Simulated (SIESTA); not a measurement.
Crystal: CS2.

```xyz
6
Lattice="3.6458 -2.9943 0.0000 3.6458 2.9943 0.0000 0.0000 0.0000 9.8513" Properties=species:S:1:pos:R:3 pbc="T T T"
S     3.6458    1.9073    8.7368
S     3.6458    1.0871    3.8111
S     3.6458   -1.0871    6.0401
S     3.6458   -1.9073    1.1145
C     3.6458    0.0000    4.9256
C     0.0000    0.0000    0.0000
```

The cell comes from a database or a generator and needn't be the stable form of this composition.

```yaml
Program: SIESTA 5.4.2
Task: single point
Functional: PBEsol
Potentials_or_basis: PseudoDojo 0.4 standard (PBEsol files)
Basis: DZP (energy shift 0.003 Ry)
Grid_cutoff: 500 Ry
Energy_shift: 0.003 Ry
k_mesh: 6 × 6 × 3
Occupations: fermi-dirac, width 0.05 eV
Spin: no spin polarisation
```

On this cell: pressure 1.6 GPa; largest force 1.533 eV/Å; band gap on the k mesh 3.44 eV, direct.

The same run follows on a disturbed copy (atoms moved at random, drawn with an rms of 0.05 Å):

```xyz
6
Lattice="3.6458 -2.9943 0.0000 3.6458 2.9943 0.0000 0.0000 0.0000 9.8513" Properties=species:S:1:pos:R:3 pbc="T T T"
S     3.6152    1.9304    8.7446
S     3.6531    1.0922    3.8061
S     3.6132   -1.0785    6.0593
S     3.6167   -1.9911    1.1026
C     3.6247    0.0132    4.9663
C    -0.0037   -0.0626    0.0087
```

**Question.** What does the disturbed cell give?

**Answer.** The energy moves by +46.3 meV/atom; pressure 3.5 GPa; largest force 5.463 eV/Å; band gap on the k mesh 3.47 eV, direct.

Forces on the atoms (eV/Å):
```
S   -0.009 -3.730 -3.991
S   -0.023  0.143 -0.032
S   -0.039 -1.462  1.571
S    0.029  2.395  2.607
C    0.061  1.320 -1.538
C   -0.020  1.333  1.383
```

Stress tensor (GPa, compression positive):
```
-0.74  0.04  0.02
 0.04  5.28  3.75
 0.02  3.75  6.00
```

Caveats: an odd mesh through Γ misses points on the zone boundary, where band edges often lie; the basis of atomic orbitals isn't converged, which shifts pressures, moduli and gaps; forces of over 1 eV/Å show positions far from the minimum, so gaps and moduli don't describe the material at rest (some runs).
